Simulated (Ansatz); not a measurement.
MgI2, 3 atoms in the cell. It takes space group P-3m1 (No. 164, trigonal). The conventional cell has a = 4.140 Å, b = 4.140 Å, c = 6.880 Å, α = 90.00°, β = 90.00°, γ = 120.00°. Around I (site symmetry 3m) lie 3 Mg at 2.94 Å. Around Mg (site symmetry -3m) lie 6 I at 2.94 Å. 

* Program: Ansatz 0.2.0
* Task: relaxation of cell and atoms
* Functional: LDA
* Potentials or basis: Ansatz PAW
* Cutoff: 420 eV (not typed: the program's choice for these potentials)
* k mesh: 8 × 8 × 4
* Occupations: fermi-dirac, width 0.05 eV
* Spin: no spin polarisation

Potentials or basis: Ansatz PAW.

Run with:

```console
$ ansatz run input.yaml --threads 2 --pin off --max-ram 5632MiB --backend cpu --events-out ev --progress --plain --runs-dir out
```

Hardware: 2 threads of Arm Neoverse V2, with other jobs on the host.

Q: Estimate the wall time of this run.

A: Wall time 11 s on 2 threads of Arm Neoverse V2, on a shared host, peak memory 0.39 GiB. Counts: scf iterations 27, plane waves 1883, k points 35, bands 27, ion steps 5.
